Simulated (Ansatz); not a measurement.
# MnIr: the cost of one run

Computed with Ansatz 0.2.0 (DFT PBEsol, with the methods named in each step, unless a step's input says otherwise).

## 1. The structure to begin with

Symmetry: P4/mmm, No. 123, tetragonal system. Conventional cell: a = 2.726 Å, b = 2.726 Å, c = 3.643 Å, α = 90.00°, β = 90.00°, γ = 90.00°. Around Mn (site symmetry 4/mmm) lie 8 Ir at 2.65 Å and 4 Mn at 2.73 Å. Ir (site symmetry 4/mmm) has 8 Mn at 2.65 Å and 4 Ir at 2.73 Å as nearest neighbours.

Structure file:

```
Mn Ir
1.0
     2.72590    0.00000    0.00000
     0.00000    2.72590    0.00000
     0.00000    0.00000    7.28600
Mn Ir
2 2
Cartesian
  1.3629 1.3629 1.8215
  1.3629 1.3629 5.4645
  0.0000 0.0000 0.0000
  0.0000 0.0000 3.6430
```

In patterns such as +-, the signs follow the magnetic atoms in the order of the input.

Atoms are numbered in the order of the input: Mn1, Mn2, Ir3, Ir4.

## 2. Parallel moments, PAW

Contents of input.yaml:

```yaml
crystal:
  lattice:
    - [2.7258966415, 0.0, 0.0]
    - [0.0, 2.7258966415, 0.0]
    - [0.0, 0.0, 7.286]
  atoms:
    - { symbol: Mn, position: [0.5, 0.5, 0.25], spin: 4.0 }
    - { symbol: Mn, position: [0.5, 0.5, 0.75], spin: 4.0 }
    - { symbol: Ir, position: [0.0, 0.0, 0.0] }
    - { symbol: Ir, position: [0.0, 0.0, 0.5] }
magnetization:
  spin_polarized: true
kpoints:
  mp_grid: { grid: [13, 13, 5] }
scf:
  occupations: { method: fermi_dirac, width: 0.03 }
  lower_state_search: "off"
hamiltonian:
  xc: pbesol
  pseudopotentials: { kind: paw }
output:
  forces: true
  stress: true
  eigenvalues: true
  populations: true
```

Command:

```bash
$ ansatz run input.yaml --threads 2 --pin off --max-ram 6144MiB --backend cpu --events-out ev --progress --plain --runs-dir out
```

What time and memory should one allow on 2 threads of Intel Xeon 6975P-C (Granite Rapids), shared host?

About 17 s, with a peak of 0.59 GiB.
